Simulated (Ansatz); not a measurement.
# HgPd: the cost of one run

Program: Ansatz 0.2.0. Level of theory: DFT PBEsol, scalar-relativistic, plane waves, PAW. These are calculated values, not measurements.

1 further run of the same task is left out (set aside as unsound or not needed).

## (1) Starting point

The structure is tetragonal, space group P4/mmm (No. 123). Conventional cell: a = 3.010 Å, b = 3.010 Å, c = 3.742 Å, α = 90.00°, β = 90.00°, γ = 90.00°. Hg (site symmetry 4/mmm) has 8 Pd at 2.83 Å and 4 Hg at 3.01 Å in its first shell of neighbours. Pd (site symmetry 4/mmm) is surrounded by 8 Hg at 2.83 Å and 4 Pd at 3.01 Å.

Coordinates:

```
Hg Pd
1.0
     3.00953    0.00000    0.00000
     0.00000    3.00953    0.00000
     0.00000    0.00000    3.74221
Hg Pd
1 1
Direct
  0.00000 0.00000 0.00000
  0.50000 0.50000 0.50000
```

It is the result of an earlier relaxation at this level (volume 16.95 Å³/atom; gap on the mesh: none (metal)).

## (2) Static run: bands, density of states and charges

File input.yaml:

```yaml
crystal:
  lattice:
    - [3.0095324387, 0.0, 0.0]
    - [0.0, 3.0095324387, 0.0]
    - [0.0, 0.0, 3.7422062601]
  atoms:
    - { symbol: Hg, position: [0.0, 0.0, 0.0] }
    - { symbol: Pd, position: [0.5, 0.5, 0.5] }
basis:
  ecutwfc: 420
kpoints:
  mp_grid: { grid: [14, 14, 12] }
  band_path:
    path:
      - [[0.0, 0.0, 0.0], [0.0, 0.5, 0.0], [0.5, 0.5, 0.0], [0.0, 0.0, 0.0], [0.0, 0.0, 0.5], [0.0, 0.5, 0.5], [0.5, 0.5, 0.5], [0.0, 0.0, 0.5]]
      - [[0.0, 0.5, 0.0], [0.0, 0.5, 0.5]]
      - [[0.5, 0.5, 0.0], [0.5, 0.5, 0.5]]
    npoints: 14
hamiltonian:
  xc: pbesol
scf:
  occupations: { method: gaussian, width: 0.1 }
  n_extra_bands: 6
output:
  forces: true
  stress: true
  eigenvalues: true
  populations: true
  dos: { projected: true, de: 0.02, nscf_kmesh: { grid: [21, 21, 18] } }
  bader: true
  write_density: true
  write_potential: true
  elf: true
  volumetric_format: npy
```

Run with:

```bash
$ ansatz run input.yaml --threads 1 --pin off --max-ram 2560MiB --backend cpu --events-out ev --progress --plain --runs-dir out
```

What time and memory should one allow on 1 thread of Arm Neoverse V1, shared host?

About 41 s, with a peak of 0.56 GiB.
